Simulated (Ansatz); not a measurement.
**C2H5AlBrN: basis-set convergence**

One table from this session's results is given with a row withheld; the runs are named, their logs left out.

Program: Ansatz 0.2.0, Gaussian basis. Level of theory: one geometry, several basis sets. These are calculated values, not measurements.

Plan: PBE0-D4/def2-SVP; ωB97M-V/def2-SVP; PBE0-D4/def2-QZVPP; ωB97M-V/def2-QZVPP; the functionals' def2-TZVPP values are taken from earlier runs.

## Structure used throughout

All runs share one geometry, relaxed beforehand with PBE0-D4 in a triple-zeta def2 set.

SMILES `C[CH]1[NH][Al]1[Br]`, 10 atoms, charge 0, spin multiplicity 1.

Atoms are counted from 1 here; the program's logs count them from 0.

Bond lengths: C1–C2 1.506 Å, C1–H6 1.094 Å, C1–H7 1.093 Å, C1–H8 1.099 Å, C2–N3 1.518 Å, C2–Al4 1.918 Å, C2–H9 1.095 Å, N3–Al4 1.713 Å, N3–H10 1.007 Å, Al4–Br5 2.233 Å. Angles: C2–C1–H6 110.8°, C2–C1–H7 112.1°, C2–C1–H8 111.0°, H6–C1–H7 108.1°, H6–C1–H8 107.2°, H7–C1–H8 107.5°, C1–C2–N3 116.3°, C1–C2–Al4 126.8°, C1–C2–H9 111.0°, N3–C2–Al4 58.5°, N3–C2–H9 113.1°, Al4–C2–H9 119.2°, C2–N3–Al4 72.5°, C2–N3–H10 120.2°, Al4–N3–H10 167.2°, C2–Al4–N3 49.0°, C2–Al4–Br5 166.3°, N3–Al4–Br5 144.6°.

Set-up of the first run:

File in.yaml:

```yaml
crystal:
  periodic: [false, false, false]
  atoms:
    - {symbol: C, position_ang: [-0.889722, -0.984093, 0.400935]}
    - {symbol: C, position_ang: [0.060395, 0.178015, 0.518533]}
    - {symbol: N, position_ang: [1.305721, 0.119025, -0.347271]}
    - {symbol: Al, position_ang: [0.419321, 1.508841, -0.814925]}
    - {symbol: Br, position_ang: [0.349041, 3.228892, -2.236772]}
    - {symbol: H, position_ang: [-1.816851, -0.784826, 0.946230]}
    - {symbol: H, position_ang: [-1.147094, -1.201495, -0.638798]}
    - {symbol: H, position_ang: [-0.450548, -1.895503, 0.829172]}
    - {symbol: H, position_ang: [0.277741, 0.402112, 1.567820]}
    - {symbol: H, position_ang: [1.975198, -0.622170, -0.221925]}
basis:
  gaussian: {orbitals: def2-SVP}
hamiltonian: {xc: pbe0, dispersion: d4}
output: {orbitals: {seedname: orbitals}}
```

Started as:

```console
> ansatz run in.yaml --threads 4 --pin off --events-out ev --progress --plain --max-ram 10444MiB
```

Steps of the session up to this table: PBE0-D4 in def2-SVP; ωB97M-V in def2-SVP; PBE0-D4 in def2-QZVPP; ωB97M-V in def2-QZVPP.

One table of the session follows, with a row left open; its other results are not shown here.

It belongs to the step «Density functionals: the series». 

| functional | basis | HOMO (eV) |
| --- | --- | --- |
| PBE0-D4 | def2-SVP | -6.54 |
| PBE0-D4 | def2-TZVPP | -6.64 |
| PBE0-D4 | def2-QZVPP | -6.66 |
| ωB97M-V | def2-SVP | -8.77 |
| ωB97M-V | def2-TZVPP | -8.86 |
| ωB97M-V | def2-QZVPP | ? |

Q: Estimate the row for ωB97M-V, def2-QZVPP from the others.

As computed: HOMO (eV): -8.89. In the column «HOMO (eV)» it is the lowest.
